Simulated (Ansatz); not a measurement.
# Re: the cost of one run

Program: Ansatz 0.2.0 through its Python package. Level of theory: DFT PBEsol, plane waves, PAW. These are calculated values, not measurements.

## (1) Starting point

It takes space group R-3m (No. 166, trigonal). The conventional cell has a = 2.768 Å, b = 2.768 Å, c = 20.096 Å, α = 90.00°, β = 90.00°, γ = 120.00°. Around Re (site symmetry -3m) lie 12 Re at 2.75 to 2.77 Å. Re (site symmetry 3m) has 12 Re at 2.74 to 2.77 Å as nearest neighbours.

No structure file is read: the coordinates are typed or built in the script.

## (2) The code

Contents of smear.py:

```python
from dataclasses import dataclass
import csv
import logging
import sys

import ansatz as az
from ase import Atoms

logging.basicConfig(stream=sys.stdout, format='%(levelname)s:%(name)s:%(message)s')
log = logging.getLogger('calc')
log.setLevel(logging.INFO)


@dataclass(frozen=True)
class Options:
    functional: str = 'PBEsol'
    scf_tol: float = 1e-09


cfg = Options()

atoms = Atoms(
    ['Re', 'Re', 'Re'],
    scaled_positions=[
        (0.0, 0.0, 0.0),
        (0.222174, 0.222174, 0.222174),
        (0.777826, 0.777826, 0.777826),
    ],
    cell=[
        (1.383923, 0.799008, 6.698608),
        (-1.383923, 0.799008, 6.698608),
        (0.0, -1.598017, 6.698608),
    ],
    pbc=True,
)
xtal = az.Crystal.from_ase(atoms)

calculation = xtal.calculation()
calculation = calculation.functional(cfg.functional).basis(19 * az.Ha)
calculation = calculation.kpoints(11)
calculation = calculation.scf(tolerance=cfg.scf_tol).stress()

rows = []
for value in [0.25, 0.15, 0.1, 0.05, 0.025]:
    summary = calculation.occupations('gaussian', width=value).run(threads=1).report
    rows.append((value, summary['free_energy_ev'] / len(summary['lattice']['sites']), summary['n_iterations'], sum(summary['stress_gpa'][i][i] for i in range(3)) / 3, summary['n_kpoints']))

with open('smear.csv', 'w', newline='') as handle:
    writer = csv.writer(handle)
    writer.writerow(['width (eV)', 'F/atom (eV)', 'iterations', 'P (GPa)', 'k-points'])
    writer.writerows([round(v, 5) if isinstance(v, float) else v for v in row] for row in rows)

for row in rows[:-1]:
    shift = 1000 * (row[1] - rows[-1][1])
    log.info(f'{row[0]}: {shift:+.2f} meV/atom' + ('  (within 1 meV)' if abs(shift) < 1 else ''))
```

## (3) The input behind the calls

The engine receives this input (first run):

```yaml
crystal:
  lattice:
    - [1.383923, 0.799008, 6.698608]
    - [-1.383923, 0.799008, 6.698608]
    - [0.0, -1.598017, 6.698608]
  atoms:
    - { symbol: Re, position: [0.0, 0.0, 0.0] }
    - { symbol: Re, position: [0.222174, 0.222174, 0.222174] }
    - { symbol: Re, position: [0.777826, 0.777826, 0.777826] }
basis:
  ecutwfc: 517.016338673772
kpoints:
  mp_grid:
    grid: [11, 11, 11]
hamiltonian:
  xc: pbesol
scf:
  convergence:
    dr2_threshold: 1.0e-09
  occupations:
    method: gaussian
    width: 0.25
output:
  stress: true
```

## (4) Launch

Command:

```console
$ python smear.py
```

Q: Estimate wall time and peak memory on 1 thread of Arm Neoverse V1, shared host.

About 48 s, with a peak of 0.5 GiB.
